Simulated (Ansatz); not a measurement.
# BOF (fluoro(oxo)borane) at wB97M-V/cc-pVTZ

What is the electronic atomisation energy of BOF (fluoro(oxo)borane) at wB97M-V/cc-pVTZ? 

Program for the calculation: Ansatz 0.2.0.

54 further runs of the same task are left out: 9 that didn't finish, 45 set aside as unsound or not needed.

### Step 1. The system as given

The species is BOF (3 atoms), meant as a singlet with charge 0. As SMILES, `O=BF`. The shape is that of a PBE0-D4/def2-TZVP optimisation.

Bond lengths: O1–B2 1.206 Å, B2–F3 1.282 Å. Angles: O1–B2–F3 180.0°.

### Step 2. The energy at wB97M-V/cc-pVTZ

File molecule.yaml:

```yaml
crystal:
  periodic: [false, false, false]
  atoms:
    - symbol: O
      position_ang: [0.983100, -0.565100, 0.479900]
    - symbol: B
      position_ang: [0.020300, -0.011600, 0.009900]
    - symbol: F
      position_ang: [-1.003400, 0.576800, -0.489800]
basis:
  gaussian: {orbitals: cc-pVTZ}
hamiltonian: {xc: {name: wB97M-V}}
accuracy: high
output: {orbitals: {seedname: orbitals}}
```

Run with:

```
ansatz run molecule.yaml --threads 1 --pin off --max-ram 3480MiB --events-out events.jsonl --progress --plain --runs-dir runs
```

The program printed:

```text
Warning: RAYON_NUM_THREADS=1 ignored (pool sized by the plan → 1); use --threads N
Functional definition: wB97M-V
  name "wB97M-V"
  parameter omega = 0.3/bohr
  parameter cx = 0.15
  parameter cx01 = 1.007
  parameter cx10 = 0.259
  parameter css00 = 0.443
  parameter css04 = -1.437
  parameter css10 = -4.535
  parameter css20 = -3.390
  parameter css43 = 4.278
  parameter cos00 = 1.000
  parameter cos10 = 1.358
  parameter cos20 = 2.924
  parameter cos21 = -8.812
  parameter cos60 = -1.390
  parameter cos61 = 9.142
  parameter b = 6.0
  parameter c = 0.01
  gx(w, u) = 1 - cx + cx01*u + cx10*w
  gss(w, u) = css00 + css04*u^4 + css10*w + css20*w^2 + css43*w^4*u^3
  gos(w, u) = cos00 + cos10*w + (cos20 + cos21*u)*w^2 + (cos60 + cos61*u)*w^6
  exchange = spin_sum(e_x_unif_sr(omega)*gx(b97_w, b97_u_x)) + cx*exact_x_sr(omega) + exact_x_lr(omega)
  correlation = spin_sum(e_c_pw_mod_same_spin*gss(b97_w, b97_u_same))
      + integral(e_c_pw_mod_opposite_spin*gos(b97_w_opposite, b97_u_opposite)) + vv10(b, c)
1344 factors; integrals over basis functions are off by at most 2.7e-9 eV
217 factors; integrals over basis functions are off by at most 1.5e-9 eV
mean field evaluation 1: about -5437.9398 eV, gradient 5.5e1 eV
mean field evaluation 2: about -5432.7248 eV, gradient 8.0e1 eV
mean field evaluation 4: about -5443.1391 eV, gradient 3.3e0 eV
mean field evaluation 8: about -5443.1538 eV, gradient 8.9e-2 eV
mean field evaluation 16: about -5443.1538 eV, gradient 3.6e-6 eV
mean field -5443.15381257 eV, -200.0322131099 hartree, gradient 7.3e-8 eV, S^2 0.000000; 0 other end points of the search recorded, 0 dependent functions left out
reference -5443.15381630 eV, -200.0322132469 hartree; 11, 11 occupied and 79, 79 virtual orbitals, 1344 factors
Total energy: -5443.15381630 eV, -200.0322132469 hartree
```

Wall time 15 s (1 thread of Arm Neoverse V2, shared host); peak memory 0.29 GiB.

### Step 3. The B atom at the same level

File input.yaml:

```yaml
crystal:
  periodic: [false, false, false]
  atoms:
    - {symbol: B, position_ang: [0.000000, 0.000000, 0.000000]}
basis:
  gaussian:
    orbitals: cc-pVTZ
magnetization:
  spin_polarized: true
  initial_magnetization: 1
hamiltonian:
  xc: {name: wB97M-V}
accuracy: high
```

Run the same way, it converges to -24.64962 Eh (log not shown).

### Step 4. The F atom

File run.yaml:

```yaml
crystal:
  periodic: [false, false, false]
  atoms:
    - {symbol: F, position_ang: [0.000000, 0.000000, 0.000000]}
basis:
  gaussian:
    orbitals: cc-pVTZ
magnetization:
  spin_polarized: true
  initial_magnetization: 1
hamiltonian:
  xc: {name: wB97M-V}
accuracy: high
```

Run the same way, it converges to -99.73732 Eh (log not shown).

### Step 5. The O atom, same level

File job.yaml:

```yaml
crystal:
  periodic: [false, false, false]
  atoms:
    - {symbol: O, position_ang: [0.000000, 0.000000, 0.000000]}
basis:
  gaussian:
    orbitals: cc-pVTZ
magnetization:
  spin_polarized: true
  initial_magnetization: 2
hamiltonian:
  xc: {name: wB97M-V}
accuracy: high
```

Run the same way, it converges to -75.07226 Eh (log not shown).

### Step 6. Results

Level: wB97M-V/cc-pVTZ.

| quantity | value |
| --- | --- |
| molecule: total energy | -200.03221 Eh |
| molecule: HOMO energy | -12.65 eV |
| molecule: LUMO energy | 1.66 eV |
| molecule: HOMO–LUMO gap | 14.31 eV |
| B atom: total energy | -24.64962 Eh |
| B atom: ⟨S²⟩ | 0.751 |
| F atom: total energy | -99.73732 Eh |
| F atom: ⟨S²⟩ | 0.751 |
| O atom: total energy | -75.07226 Eh |
| O atom: ⟨S²⟩ | 2.003 |
| electronic atomisation energy | 15.592 eV |

In words: Taking the molecule apart into free atoms costs 15.59 eV (360 kcal/mol), before zero-point energy and without spin-orbit coupling.
